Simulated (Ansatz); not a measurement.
# RuSiH2+ (quartet): wave-function methods side by side, def2-SVP

The task here is to estimate one member of a computed series from the others.

Computed with Ansatz 0.2.0, Gaussian basis. Level: def2-SVP, core rule «outside noble gas», up to 9 orbitals frozen.

Plan: UHF; CCSD(T) on ROHF; CCSD(T) on UHF; CISD as a restricted active space (open shells left free, so some higher excitations enter); CCSDT(Q) on ROHF; CCSDT(Q) on UHF.

21 further runs of the same task are left out: 8 that didn't finish, 13 set aside as unsound or not needed. Runs told in other sessions of the task aren't counted.

## What is computed

The geometry is a PBE0/def2-TZVP stationary point (not a proven minimum) of the parent state, kept for this charge and spin. No spin-orbit coupling is included. Elements past krypton take def2 core potentials.

4 atoms, charge 1, spin multiplicity 4.

Atoms are counted from 1 here; the program's logs count them from 0.

Bond lengths: Ru1–Si2 2.173 Å, Si2–H3 1.502 Å, Si2–H4 1.502 Å. Angles: Ru1–Si2–H3 128.4°, Ru1–Si2–H4 128.4°, H3–Si2–H4 103.2°.

The first run:

File in.yaml:

```yaml
crystal:
  periodic: [false, false, false]
  atoms:
    - {symbol: Ru, position_ang: [0.000000, 0.000000, 0.512908]}
    - {symbol: Si, position_ang: [0.000000, 0.000000, -1.659692]}
    - {symbol: H, position_ang: [0.000000, 1.176953, -2.592592]}
    - {symbol: H, position_ang: [0.000000, -1.176953, -2.592592]}
basis:
  gaussian: {orbitals: def2-SVP}
total_charge: 1
magnetization: {spin_polarized: true, initial_magnetization: 3}
hamiltonian: {xc: hf}
output: {orbitals: {seedname: orbitals}}
```

On the command line:

```sh
$ ansatz run in.yaml --threads 1 --pin off --events-out ev --progress --plain --max-ram 2393MiB
```

Steps of the session up to this table: UHF; CCSD(T) on ROHF; CCSD(T) on UHF; CISD as a restricted active space (open shells left free, so some higher excitations enter); CCSDT(Q) on ROHF; CCSDT(Q) on UHF.

One of the session's tables, all rows but one given; the rest of the session is left out.

```
   method  from RCCSDT(Q) (meV)
     ROHF               +7549.2
      UHF               +7323.8
     RMP2               +1167.7
     UMP2                     ?
     CISD               +1055.9
    RCCSD                +347.0
    UCCSD                +283.8
 RCCSD(T)                 +62.8
 UCCSD(T)                  +7.0
   RCCSDT                 +12.7
   UCCSDT                 -42.8
RCCSDT(Q)                     0
UCCSDT(Q)                 -62.6
```

Q: Estimate the row for UMP2 from the others.

The run gave: from RCCSDT(Q) (meV): +1048.4. In the column «from RCCSDT(Q) (meV)» it lies between RCCSD (+347.0) and CISD (+1055.9).

Caveats from the session: Restricted and unrestricted rows rest on different reference determinants; a gap between their highest levels can come from leftover correlation error, from unlike frozen cores or from another state.
